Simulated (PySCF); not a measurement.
# C2H8AsB: the cost of one run

Computed with PySCF 2.14.0, with density-fitted response routines of our own, on a single molecule in the gas phase. Atoms count from 0, in the outputs and in this text.

### 1 Starting geometry

12 atoms, charge 0, multiplicity 1; geometry from: GFN2-xTB. The atoms were then displaced at random by about 0.01 Å, so the start is not that level's minimum.

Bonds of the start (Å): B0–As1 2.00, As1–C2 2.02, C2–C3 1.48, B0–H4 1.16, B0–H5 1.14, As1–H6 1.51, C2–H7 1.09, C2–H8 1.07, C3–H9 1.11, C3–H10 1.08, C3–H11 1.11.

### 2 Optimising the geometry at PBE0-D3(BJ)/def2-SVP

What the job is given:

```
{"job": {"xc": "PBE0", "basis": "def2-SVP", "d3": "d3bj", "grid": 1, "shake": 0.01, "kind": "geom"}, "charge": 0, "multiplicity": 1}
B      2.462910    -0.313210     0.459130
As     0.810240     0.684730     0.994930
C     -0.570930    -0.431470     0.040350
C     -1.883320     0.244470    -0.000860
H      3.441570     0.263750     0.208760
H      2.458570    -1.455150     0.469710
H      0.918420     1.759000    -0.058150
H     -0.604020    -1.372150     0.584780
H     -0.212110    -0.650150    -0.945250
H     -2.645500    -0.388640    -0.502620
H     -1.862550     1.192730    -0.513510
H     -2.273600     0.437810     1.018420
```

Run with:

```
OMP_NUM_THREADS=1 python probes_run.py task.json out
```

One launch serves the whole session: the jobs run in the order shown.

Q: Estimate the wall time and peak memory of this first job on 1 thread of Arm Neoverse V2, shared host.

About 34 s, with a peak of 0.46 GiB.
